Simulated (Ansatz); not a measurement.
# SnH2+ (doublet): from Hartree-Fock to the top rungs at scale of all distances = 0.871, def2-TZVP

Aim: climb from Hartree-Fock through coupled cluster and multireference methods for SnH2+ (doublet) at one geometry and basis, and see what each rung misses.

Method: def2-TZVP, core rule «outside noble gas», up to 9 orbitals frozen; program: Ansatz 0.2.0, Gaussian basis.

Plan: UHF; CCSD(T) on ROHF; CCSD(T) on UHF; BCCD(T) on ROHF; CISD; CCSDT(Q) on ROHF; CCSDT(Q) on UHF; CASSCF and MRCISD+Q, 3 electrons in 3 orbitals; CASSCF and NEVPT2, 3 electrons in 3 orbitals; CASSCF and MRCISD+Q, 5 electrons in 6 orbitals; CASSCF and NEVPT2, 5 electrons in 6 orbitals; Full CI.

9 further runs of the same task are left out: 7 that didn't finish, 2 set aside as unsound or not needed.

### Step 1. What is computed

The geometry derives from a PBE0/def2-TZVP stationary point (not a proven minimum). All distances are scaled together. No spin-orbit coupling is included. Elements past krypton take def2 core potentials.

3 atoms, charge 1, spin multiplicity 2.

Atoms are counted from 1 here; the program's logs count them from 0.

Bond lengths: Sn1–H2 1.442 Å, Sn1–H3 1.442 Å. Angles: H2–Sn1–H3 180.0°.

### Step 2. UHF

in.yaml reads:

```yaml
crystal:
  periodic: [false, false, false]
  atoms:
    - {symbol: Sn, position_ang: [0.000000, 0.000000, 0.000000]}
    - {symbol: H, position_ang: [0.000000, 0.000000, -1.441853]}
    - {symbol: H, position_ang: [0.000000, 0.000000, 1.441853]}
basis:
  gaussian: {orbitals: def2-TZVP}
total_charge: 1
magnetization: {spin_polarized: true, initial_magnetization: 1}
hamiltonian: {xc: hf}
output: {orbitals: {seedname: orbitals}}
```

Started as:

```
ansatz run in.yaml --threads 1 --pin off --events-out ev --progress --plain --max-ram 2393MiB
```

The runs that follow: CCSD(T) on ROHF; CCSD(T) on UHF; BCCD(T) on ROHF; CISD; CCSDT(Q) on ROHF; CCSDT(Q) on UHF; CASSCF and MRCISD+Q, 3 electrons in 3 orbitals; CASSCF and NEVPT2, 3 electrons in 3 orbitals; CASSCF and MRCISD+Q, 5 electrons in 6 orbitals; CASSCF and NEVPT2, 5 electrons in 6 orbitals; Full CI.

Before running them: what should the planned runs give, taken together? Wanted: FCI below the RHF energy; RMP2 from FCI; UMP2 from FCI; RCCSD from FCI; RCCSD(T) from FCI; UCCSD(T) from FCI; RCCSDT(Q) from FCI; UCCSDT(Q) from FCI; NEVPT2 pair from FCI.

The runs gave:

| quantity | value |
| --- | --- |
| FCI below the RHF energy | -2.3422 eV |
| RMP2 from FCI | +524.3 meV |
| UMP2 from FCI | +518.9 meV |
| RCCSD from FCI | +51.0 meV |
| RCCSD(T) from FCI | +10.8 meV |
| UCCSD(T) from FCI | +1.2 meV |
| RCCSDT(Q) from FCI | -0.2 meV |
| UCCSDT(Q) from FCI | -9.8 meV |
| NEVPT2 pair from FCI | +510.0 meV |
| MRCISD+Q pair from FCI | -10.1 meV |
| NEVPT2 valence from FCI | +326.6 meV |
| levels within 1 kcal/mol (43 meV) | UCCSD, RCCSD(T), UCCSD(T), BCCD(T), RCCSDT, UCCSDT, RCCSDT(Q), UCCSDT(Q), MRCISD+Q pair, MRCISD valence, MRCISD+Q valence |
| T1 diagnostic | 0.019 |
| effectively unpaired electrons | 1.03 |

RCCSD(T) lands +10.8 meV from the yardstick (0.5 % of the correlation energy). UCCSDT, UCCSDT(Q), MRCISD+Q pair, MRCISD+Q valence fall below full CI: unrestricted runs freeze a spin-polarised core, another one than full CI's, and coupled cluster isn't variational. One determinant dominates. Of the multireference levels listed MRCISD+Q pair comes nearest in total energy (-10.1 meV), which doesn't show that its space is the better one. These misses are within one basis, not against nature; the frozen cores of restricted and unrestricted runs differ, which can shift their rows.
